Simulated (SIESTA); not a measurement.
A run of SIESTA 5.4.2 is set up as follows.

The input MoP.fdf:

```
SystemName                      MoP
SystemLabel                     MoP
NumberOfSpecies                 2
NumberOfAtoms                   8
%block ChemicalSpeciesLabel
  1  42 Mo
  2  15 P
%endblock ChemicalSpeciesLabel

UseStructFile                   true

%block kgrid.MonkhorstPack
    6   0   0  0.0
    0   6   0  0.0
    0   0   1  0.0
%endblock kgrid.MonkhorstPack
XC.Functional                   GGA
XC.Authors                      PW91
PAO.BasisSize                   DZP
PAO.EnergyShift                 0.003 Ry
Mesh.Cutoff                     800 Ry
OccupationFunction              FD
ElectronicTemperature           0.05 eV
Slab.DipoleCorrection           vacuum
MaxSCFIterations                120
SCF.MustConverge                false
SCF.Mixer.Method                Pulay
SCF.Mixer.Weight                0.25
SCF.Mixer.History               8
SCF.DM.Tolerance                5.0e-05
SCF.H.Tolerance                 1.0e-03 eV
WriteForces                     true
Charge.Mulliken                 end
Charge.Hirshfeld                end
Charge.Voronoi                  end
SaveRho                         true
SaveElectrostaticPotential      true
%block PAO.Basis
  Mo 5
  n=4 0 2
    3.234 0.000
  n=5 0 2
    9.023 0.000
  n=4 1 2
    3.729 0.000
  n=5 1 1
    9.023
  n=4 2 2
    6.749 0.000
%endblock PAO.Basis
```

MoP.STRUCT_IN

```
   3.1910000000     0.0000000000     0.0000000000
   0.0000000000     3.2230000535     0.0000000000
   0.0000000000     0.0000000000    24.3039997422
8
1  42    0.0000000000     0.5000000000     0.3085911817
2  15    0.5000000000     0.0000000000     0.3468729453
1  42    0.0000000000     0.0000000000     0.4234364727
2  15    0.5000000000     0.5000000000     0.4617182363
1  42    0.0000000000     0.5000000000     0.5382817637
2  15    0.5000000000     0.0000000000     0.5765635273
1  42    0.0000000000     0.0000000000     0.6531270547
2  15    0.5000000000     0.5000000000     0.6914088183
```

Potentials or basis: PseudoDojo 0.4 standard (PBE files), DZP (energy shift 0.003 Ry; two zetas on semicore shells).

Run with:

```bash
$ siesta MoP.fdf > MoP.out 2>&1
```

Problem. Estimate the band gap on the k mesh.

Solution. None (metal or under the smearing width).

Problem. Estimate the Voronoi charges.

Solution. Mo +0.21, +0.28, +0.27, +0.31; P -0.31, -0.27, -0.26, -0.24 e.

Problem. What does it give for the Hirshfeld charges?

Solution. Mo +0.17, +0.22, +0.21, +0.24; P -0.25, -0.20, -0.18 e.

Forces in eV/Å, atoms in the order of the input:
```
Mo   0.000  0.000  1.511
P    0.000  0.000 -1.795
Mo   0.000  0.000 -0.182
P    0.000  0.000 -0.060
Mo   0.000  0.000  0.241
P    0.000  0.000  0.194
Mo   0.000  0.000 -1.061
P    0.000  0.000  1.153
```

Caveat: the potentials were made for another functional, which shifts forces and pressure; the basis of atomic orbitals isn't converged, which shifts pressures, moduli and gaps.
